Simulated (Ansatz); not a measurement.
**Al2SiH6S: how energies converge with the basis set**

Aim: see how fast density functionals converge with the basis set for Al2SiH6S.

Computed with Ansatz 0.2.0, Gaussian basis. Level: one geometry, several basis sets.

Plan: PBE0-D4/def2-SVP; ωB97M-V/def2-SVP; PBE0-D4/def2-QZVPP; ωB97M-V/def2-QZVPP; the functionals' def2-TZVPP values are taken from earlier runs.

## (1) The relaxed structure

The geometry comes from an earlier relaxation with PBE0-D4/def2-TZVP; it is a stationary point, not always the lowest conformer.

10 atoms, charge 0, spin multiplicity 1.

Atoms are counted from 1 here; the program's logs count them from 0.

Bond lengths: Al1–S2 2.237 Å, Al1–H5 1.589 Å, Al1–H6 1.581 Å, S2–Al3 2.151 Å, Al3–Si4 2.461 Å, Al3–H7 1.578 Å, Si4–H8 1.485 Å, Si4–H9 1.536 Å, Si4–H10 1.490 Å. Angles: S2–Al1–H5 115.2°, S2–Al1–H6 117.6°, H5–Al1–H6 123.3°, Al1–S2–Al3 89.5°, S2–Al3–Si4 106.6°, S2–Al3–H7 126.2°, Si4–Al3–H7 126.9°, Al3–Si4–H8 122.0°, Al3–Si4–H9 102.3°, Al3–Si4–H10 114.8°, H8–Si4–H9 104.6°, H8–Si4–H10 109.2°, H9–Si4–H10 100.9°.

## (2) PBE0-D4 in def2-SVP

Input file in.yaml:

```yaml
crystal:
  periodic: [false, false, false]
  atoms:
    - {symbol: Al, position_ang: [-0.967817, 1.086674, -0.923729]}
    - {symbol: S, position_ang: [1.134493, 1.841285, -1.053186]}
    - {symbol: Al, position_ang: [1.833785, -0.019250, -0.230400]}
    - {symbol: Si, position_ang: [-0.070060, -1.020314, 0.964965]}
    - {symbol: H, position_ang: [-1.277745, -0.207860, -1.792332]}
    - {symbol: H, position_ang: [-2.083362, 2.101951, -0.451252]}
    - {symbol: H, position_ang: [3.319546, -0.551150, -0.259002]}
    - {symbol: H, position_ang: [-0.696855, -2.291369, 0.522973]}
    - {symbol: H, position_ang: [-1.167152, 0.037384, 0.775075]}
    - {symbol: H, position_ang: [0.058365, -1.028453, 2.449787]}
basis:
  gaussian: {orbitals: def2-SVP}
hamiltonian: {xc: pbe0, dispersion: d4}
output: {orbitals: {seedname: orbitals}}
```

Started as:

```console
$ ansatz run in.yaml --threads 2 --pin off --events-out ev --progress --plain --max-ram 4352MiB
```

After this run come: ωB97M-V in def2-SVP; PBE0-D4 in def2-QZVPP; ωB97M-V in def2-QZVPP.

Q: Predict the results of all the runs planned. Wanted: PBE0-D4: double and triple zeta above quadruple; ωB97M-V: double and triple zeta above quadruple.

As calculated:

| quantity | value |
| --- | --- |
| PBE0-D4: double and triple zeta above quadruple | 12.18, 0.99 eV |
| ωB97M-V: double and triple zeta above quadruple | 12.14, 0.95 eV |

For PBE0-D4 the step from double to triple zeta gains 11.19 eV and the next only 0.99 eV. These are total energies; as a rule much of such shifts cancels in differences, which this series doesn't test.
